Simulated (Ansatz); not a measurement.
# CH6S2Si: up Jacob's ladder to CCSD(T)

The task here is to estimate one member of a computed series from the others.

The runs use Ansatz 0.2.0, Gaussian basis; functionals in def2-TZVPP, the program's frozen cores in correlated methods.

Plan: LDA (SPW92), PBE-D4, revPBE-D4, BLYP-D4, r2SCAN-D4, B97M-V, PBE0-D4, B3LYP-D4, r2SCANh-D4, r2SCAN0-D4, HSE06-D4, BHLYP-D4, CAM-B3LYP-D4, LC-ωPBE, ωB97X-V, ωB97M-V, B2PLYP, PBE-QIDH; CCSD(T)/def2-SVP; CCSD(T)/def2-TZVPP; CCSD(T)/def2-QZVPP; extrapolation to the limit; RPA on PBE.

## Structure used throughout

The geometry comes from an earlier relaxation with PBE0-D4 in a triple-zeta def2 set; it is a stationary point, not always the lowest conformer.

SMILES `CSS[SiH3]`, 10 atoms, charge 0, spin multiplicity 1.

Atoms are counted from 1 here; the program's logs count them from 0.

Bond lengths: C1–S2 1.800 Å, C1–H5 1.089 Å, C1–H6 1.093 Å, C1–H7 1.090 Å, S2–S3 2.060 Å, S3–Si4 2.141 Å, Si4–H8 1.485 Å, Si4–H9 1.482 Å, Si4–H10 1.487 Å. Angles: S2–C1–H5 110.8°, S2–C1–H6 105.9°, S2–C1–H7 111.0°, H5–C1–H6 109.4°, H5–C1–H7 110.4°, H6–C1–H7 109.2°, C1–S2–S3 102.0°, S2–S3–Si4 96.1°, S3–Si4–H8 109.9°, S3–Si4–H9 110.4°, S3–Si4–H10 106.9°, H8–Si4–H9 109.6°, H8–Si4–H10 109.7°, H9–Si4–H10 110.2°.

Set-up of the first run:

in.yaml reads:

```yaml
crystal:
  periodic: [false, false, false]
  atoms:
    - {symbol: C, position_ang: [-0.839360, 1.368107, -1.052661]}
    - {symbol: S, position_ang: [0.387960, 1.522382, 0.255305]}
    - {symbol: S, position_ang: [1.678268, -0.021897, -0.185451]}
    - {symbol: Si, position_ang: [0.697469, -1.489465, 1.025648]}
    - {symbol: H, position_ang: [-0.379063, 1.495754, -2.031622]}
    - {symbol: H, position_ang: [-1.559829, 2.171889, -0.883225]}
    - {symbol: H, position_ang: [-1.352609, 0.408400, -0.996118]}
    - {symbol: H, position_ang: [-0.715566, -1.639025, 0.593739]}
    - {symbol: H, position_ang: [0.742607, -1.095751, 2.454171]}
    - {symbol: H, position_ang: [1.423324, -2.771695, 0.823013]}
basis:
  gaussian: {orbitals: def2-TZVPP}
hamiltonian: {xc: lda}
output: {orbitals: {seedname: orbitals}}
```

The run is started by

```console
$ ansatz run in.yaml --threads 2 --pin off --events-out ev --progress --plain --max-ram 32768MiB --backend cpu
```

Among the steps run: LDA; PBE-D4 (GGA); revPBE-D4 (GGA); BLYP-D4 (GGA); r2SCAN-D4 (meta-GGA); B97M-V (meta-GGA); PBE0-D4 (hybrid); B3LYP-D4 (hybrid); r2SCANh-D4 (hybrid); r2SCAN0-D4 (hybrid); HSE06-D4 (hybrid); BHLYP-D4 (hybrid); CAM-B3LYP-D4 (range-separated); LC-ωPBE (range-separated); ωB97X-V (range-separated); ωB97M-V (range-separated); B2PLYP (double hybrid); PBE-QIDH (double hybrid).

One of the session's tables, all rows but one given; the rest of the session is left out.

It belongs to the step «Orbital energies across the functionals». 

| functional | HOMO (eV) | gap (eV) |
| --- | --- | --- |
| LDA (SPW92) | -5.72 | 3.69 |
| PBE-D4 | -5.62 | 3.79 |
| revPBE-D4 | -5.57 | 3.83 |
| BLYP-D4 | -5.46 | 3.78 |
| r2SCAN-D4 | -5.85 | 4.21 |
| B97M-V | -5.99 | 4.40 |
| PBE0-D4 | -6.79 | 5.95 |
| B3LYP-D4 | -6.57 | 5.51 |
| r2SCANh-D4 | -6.29 | 5.01 |
| r2SCAN0-D4 | ? | ? |
| HSE06-D4 | -6.40 | 5.18 |
| BHLYP-D4 | -7.85 | 8.11 |
| CAM-B3LYP-D4 | -8.08 | 8.40 |
| LC-ωPBE | -9.44 | 10.94 |
| ωB97X-V | -9.10 | 10.48 |
| ωB97M-V | -8.93 | 10.15 |

Estimate the missing values for r2SCAN0-D4.

Worked estimate for «HOMO (eV)». Against the share of exact exchange, r2SCAN-D4 (0, -5.85), r2SCANh-D4 (0.1, -6.29) give a slope of -4.40 per unit share; at 0.25 the line stands at -6.95.

As computed: HOMO (eV): -6.94; gap (eV): 6.21. In «HOMO (eV)» the line misses by -0.01.
